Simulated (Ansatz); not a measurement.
Run this with the Ansatz DFT code, driven from Python and show what comes out.

`walk_inag.py`
```python
import warnings

import ansatz as az
import numpy as np
import pandas as pd

warnings.simplefilter('ignore', az.DeckWarning)

xtal = (
    az.Lattice.of((3.464789, 0.0, 0.0), (0.0, 3.464789, 0.0), (0.0, 0.0, 3.464789))
    .atom('In', (0.5, 0.5, 0.5))
    .atom('Ag', (0.0, 0.0, 0.0))
)

start = np.array(xtal.resolved().sites[1].position)
previous, rows = None, []
for step in range(5):
    target = start + step * 0.005 * np.eye(3)[1]
    calculation = xtal.move(1, to=target).calculation()
    calculation = calculation.functional('lda')
    calculation = calculation.kpoints(5, 5, 5, center='gamma').occupations('fermi_dirac', width=0.15)
    calculation = calculation.forces()
    session = calculation.session()
    if previous is not None:
        session.seed_next_step(previous)
    previous = session.plan(retain='wavefunctions').execute()
    summary = previous.report
    shift = float(np.linalg.norm((target - start) @ np.array(summary['lattice']['cell_ang'])))
    rows.append((step, shift, summary['lagrangian_ev'], float(np.linalg.norm(summary['forces_ev_ang'][1])), summary['n_iterations'], summary['n_symmetry_ops']))
rows = [(row[0], row[1], 1000 * (row[2] - rows[0][2]), *row[3:]) for row in rows]
print(pd.DataFrame(rows, columns=['step', 'moved A', 'dE meV', 'force on it eV/A', 'iterations', 'symmetry operations']).round(4).to_string(index=False))
```

Output of `python walk_inag.py`:
```text
 step  moved A  dE meV  force on it eV/A  iterations  symmetry operations
    0   0.0000  0.0000            0.0000           6                   48
    1   0.0173  0.2081            0.0240           5                    8
    2   0.0346  0.8327            0.0480           5                    8
    3   0.0520  1.8742            0.0721           5                    8
    4   0.0693  3.3334            0.0962           5                    8
```

The mesh is modest for a metal, so energies can be off by several to tens of meV an atom and pressures by half a GPa or more; differences at equal mesh fare better. A Fermi-Dirac width this large means warm electrons, whose thermal share enters the free energy. This cell is a computed structure, which may not be the phase found in nature. The first step keeps the crystal's symmetry; the moved atom lowers it. Timing: 8.3 s on 1 thread of Arm Neoverse V2 (shared host), peak memory 0.41 GiB.

(Lines on the test bed's own set-up are left out of the output.)
